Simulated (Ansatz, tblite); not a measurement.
# 1-butyl-3-methylimidazolium (C8H15N2+): one state, many levels

The task here is to estimate one member of a computed series from the others.

Program: Ansatz 0.2.0, Gaussian basis. Level of theory: as each input shows. These are calculated values, not measurements.

Plan: GFN1-xTB, GFN2-xTB, PBE-D4/def2-TZVP, r2SCAN-D4/def2-TZVP, LC-ωPBE/def2-TZVP, LDA/def2-TZVP, PBE-D4/def2-SVP, PBE0-D4/def2-SVP, HF/STO-3G, HF/6-31G, B3LYP-D4/6-31G, MP2/def2-SVP.

### The geometry

The geometry is that of the singlet, from an earlier relaxation (PBE0-D4/def2-SVP).

SMILES `CCCCn1cc[n+](C)c1`, 25 atoms, charge 1, spin multiplicity 1.

Bond lengths: C1–C2 1.521 Å, C1–H11 1.101 Å, C1–H12 1.100 Å, C1–H13 1.102 Å, C2–C3 1.523 Å, C2–H14 1.105 Å, C2–H15 1.105 Å, C3–C4 1.521 Å, C3–H16 1.105 Å, C3–H17 1.103 Å, C4–N5 1.469 Å, C4–H18 1.100 Å, C4–H19 1.099 Å, N5–C6 1.372 Å, N5–C10 1.333 Å, C6–C7 1.365 Å, C6–H20 1.088 Å, C7–N8 1.374 Å and more. Angles: C2–C1–H11 111.3°, C2–C1–H12 111.3°, C2–C1–H13 111.4°, H11–C1–H12 107.5°, H11–C1–H13 107.5°, H12–C1–H13 107.6°, C1–C2–C3 112.8°, C1–C2–H14 109.7°, C1–C2–H15 109.3°, C3–C2–H14 109.0°, C3–C2–H15 109.8°, H14–C2–H15 106.0°, C2–C3–C4 114.7°, C2–C3–H16 110.3°, C2–C3–H17 110.0°, C4–C3–H16 109.5°, C4–C3–H17 106.6°, H16–C3–H17 105.4° and more.

The ion is computed in the gas phase, without counter-ions or solvent.

PBE0-D4/def2-TZVP was run before; its log isn't repeated, and its numbers join the tables.

The first run:

Tight binding, by tblite at 300 K electronic temperature and without a spin-polarisation term:

```python
tblite.interface.Calculator('GFN1-xTB', numbers, positions, charge=1, uhf=0).singlepoint()
```

Tight binding, by tblite at 300 K electronic temperature and without a spin-polarisation term:

```python
tblite.interface.Calculator('GFN2-xTB', numbers, positions, charge=1, uhf=0).singlepoint()
```

start.molden holds the orbitals of an earlier run on this state, given as this run's starting guess.

The input, in.yaml:

```yaml
crystal:
  periodic: [false, false, false]
  atoms:
    - {symbol: C, position_ang: [-3.355476, -0.861185, 0.737947]}
    - {symbol: C, position_ang: [-2.222556, 0.080263, 0.360947]}
    - {symbol: C, position_ang: [-1.659995, -0.198976, -1.026283]}
    - {symbol: C, position_ang: [-0.555461, 0.749614, -1.465603]}
    - {symbol: N, position_ang: [0.634729, 0.674405, -0.608401]}
    - {symbol: C, position_ang: [0.997943, 1.579130, 0.357641]}
    - {symbol: C, position_ang: [2.134459, 1.105895, 0.946350]}
    - {symbol: N, position_ang: [2.440142, -0.082273, 0.327641]}
    - {symbol: C, position_ang: [3.593677, -0.919188, 0.623034]}
    - {symbol: C, position_ang: [1.519320, -0.322530, -0.606558]}
    - {symbol: H, position_ang: [-4.195402, -0.779917, 0.030139]}
    - {symbol: H, position_ang: [-3.744481, -0.635174, 1.741352]}
    - {symbol: H, position_ang: [-3.022457, -1.911389, 0.739037]}
    - {symbol: H, position_ang: [-2.577920, 1.125780, 0.401428]}
    - {symbol: H, position_ang: [-1.416800, 0.003626, 1.113881]}
    - {symbol: H, position_ang: [-1.297569, -1.241170, -1.089802]}
    - {symbol: H, position_ang: [-2.461051, -0.120070, -1.780476]}
    - {symbol: H, position_ang: [-0.233238, 0.546899, -2.497359]}
    - {symbol: H, position_ang: [-0.893305, 1.795179, -1.430761]}
    - {symbol: H, position_ang: [0.426244, 2.483723, 0.551695]}
    - {symbol: H, position_ang: [2.743057, 1.520000, 1.747113]}
    - {symbol: H, position_ang: [3.510098, -1.860268, 0.066731]}
    - {symbol: H, position_ang: [3.621286, -1.140074, 1.698127]}
    - {symbol: H, position_ang: [4.517040, -0.402631, 0.326823]}
    - {symbol: H, position_ang: [1.497727, -1.189639, -1.264609]}
basis:
  gaussian: {orbitals: def2-TZVP, initial_orbitals: start.molden}
total_charge: 1
hamiltonian: {xc: pbe, dispersion: d4}
scf: {omitted_lower_state_checks: [starts]}
output: {orbitals: {seedname: orbitals}}
```

The run is started by

```sh
> ansatz run in.yaml --threads 4 --pin off --events-out ev --progress --plain --max-ram 6963MiB
```

Among the steps run: PBE-D4/def2-TZVP; r2SCAN-D4/def2-TZVP; LC-ωPBE/def2-TZVP; LDA/def2-TZVP; PBE-D4/def2-SVP; PBE0-D4/def2-SVP; HF/STO-3G; HF/6-31G; B3LYP-D4/6-31G; MP2/def2-SVP.

One table of the session follows, with a row left open; its other results are not shown here.

It belongs to the step «Levels side by side». 

| level | HOMO (eV) | LUMO (eV) | gap (eV) |
| --- | --- | --- | --- |
| HF/STO-3G | -13.45 | 1.41 | 14.86 |
| HF/6-31G | -14.12 | -0.83 | 13.30 |
| LDA/def2-TZVP | -11.02 | -6.08 | 4.94 |
| PBE-D4/def2-SVP | -10.93 | -5.86 | 5.07 |
| PBE-D4/def2-TZVP | ? | ? | ? |
| r2SCAN-D4/def2-TZVP | -11.07 | -5.69 | 5.37 |
| B3LYP-D4/6-31G | -11.74 | -4.94 | 6.80 |
| PBE0-D4/def2-SVP | -12.04 | -4.88 | 7.16 |
| PBE0-D4/def2-TZVP | -11.96 | -4.89 | 7.06 |
| LC-ωPBE/def2-TZVP | -14.61 | -2.63 | 11.98 |

Estimate the missing values for PBE-D4/def2-TZVP.

The run gave: HOMO (eV): -10.89; LUMO (eV): -5.87; gap (eV): 5.02. In the column «HOMO (eV)» it is the highest.
